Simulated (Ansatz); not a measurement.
# CH₆FGeN: small, medium and large basis sets

The task here is to estimate one member of a computed series from the others.

Method: one geometry, several basis sets; program: Ansatz 0.2.0, Gaussian basis.

The runs, in order: PBE0-D4/def2-SVP; ωB97M-V/def2-SVP; PBE0-D4/def2-QZVPP; ωB97M-V/def2-QZVPP; the functionals' def2-TZVPP values are taken from earlier runs.

## The relaxed structure

An earlier PBE0-D4 in a triple-zeta def2 set relaxation fixed the geometry.

SMILES `C[NH][GeH2][F]`, 10 atoms, charge 0, spin multiplicity 1.

Atoms are counted from 1 here; the program's logs count them from 0.

Bond lengths: C1–N2 1.450 Å, C1–H5 1.097 Å, C1–H6 1.094 Å, C1–H7 1.093 Å, N2–Ge3 1.806 Å, N2–H8 1.009 Å, Ge3–F4 1.754 Å, Ge3–H9 1.532 Å, Ge3–H10 1.531 Å. Angles: N2–C1–H5 113.8°, N2–C1–H6 110.4°, N2–C1–H7 109.6°, H5–C1–H6 108.3°, H5–C1–H7 107.5°, H6–C1–H7 107.0°, C1–N2–Ge3 121.9°, C1–N2–H8 113.1°, Ge3–N2–H8 115.4°, N2–Ge3–F4 111.6°, N2–Ge3–H9 109.0°, N2–Ge3–H10 109.3°, F4–Ge3–H9 104.5°, F4–Ge3–H10 105.3°, H9–Ge3–H10 116.9°.

Geometry (Å):

```xyz
10
charge 0, multiplicity 1
C     0.1169    1.0564   -0.9446
N    -0.6146    0.3483    0.0882
Ge    0.1246   -1.0087    1.0219
F     0.4239   -2.4046    0.0030
H     0.1288    0.5398   -1.9119
H    -0.3043    2.0546   -1.0944
H     1.1552    1.1907   -0.6309
H    -1.5958    0.2450   -0.1219
H     1.5134   -0.5828    1.5075
H    -0.8651   -1.4899    2.0862
```

Set-up of the first run:

in.yaml reads:

```yaml
crystal:
  periodic: [false, false, false]
  atoms:
    - {symbol: C, position_ang: [0.116930, 1.056352, -0.944636]}
    - {symbol: N, position_ang: [-0.614613, 0.348315, 0.088170]}
    - {symbol: Ge, position_ang: [0.124600, -1.008728, 1.021903]}
    - {symbol: F, position_ang: [0.423860, -2.404608, 0.002987]}
    - {symbol: H, position_ang: [0.128827, 0.539846, -1.911904]}
    - {symbol: H, position_ang: [-0.304275, 2.054616, -1.094440]}
    - {symbol: H, position_ang: [1.155227, 1.190670, -0.630877]}
    - {symbol: H, position_ang: [-1.595757, 0.244999, -0.121900]}
    - {symbol: H, position_ang: [1.513386, -0.582751, 1.507504]}
    - {symbol: H, position_ang: [-0.865086, -1.489910, 2.086193]}
basis:
  gaussian: {orbitals: def2-SVP}
hamiltonian: {xc: pbe0, dispersion: d4}
output: {orbitals: {seedname: orbitals}}
```

Launch:

```
$ ansatz run in.yaml --threads 4 --pin off --events-out ev --progress --plain --max-ram 10444MiB
```

Among the steps run: PBE0-D4 in def2-SVP; ωB97M-V in def2-SVP; PBE0-D4 in def2-QZVPP; ωB97M-V in def2-QZVPP.

One table of the session follows, with a row left open; its other results are not shown here.

It belongs to the step «Density functionals: the series». 

```
functional       basis  HOMO (eV)  LUMO (eV)
   PBE0-D4    def2-SVP      -7.06       1.14
   PBE0-D4  def2-TZVPP      -7.20       0.68
   PBE0-D4  def2-QZVPP      -7.24       0.35
   ωB97M-V    def2-SVP      -9.41       2.98
   ωB97M-V  def2-TZVPP          ?          ?
   ωB97M-V  def2-QZVPP      -9.60       1.63
```

Q: Estimate the row for ωB97M-V, def2-TZVPP from the others.

**Answer.** HOMO (eV): -9.56; LUMO (eV): 2.25. In the column «HOMO (eV)» it lies between ωB97M-V, def2-QZVPP (-9.60) and ωB97M-V, def2-SVP (-9.41).
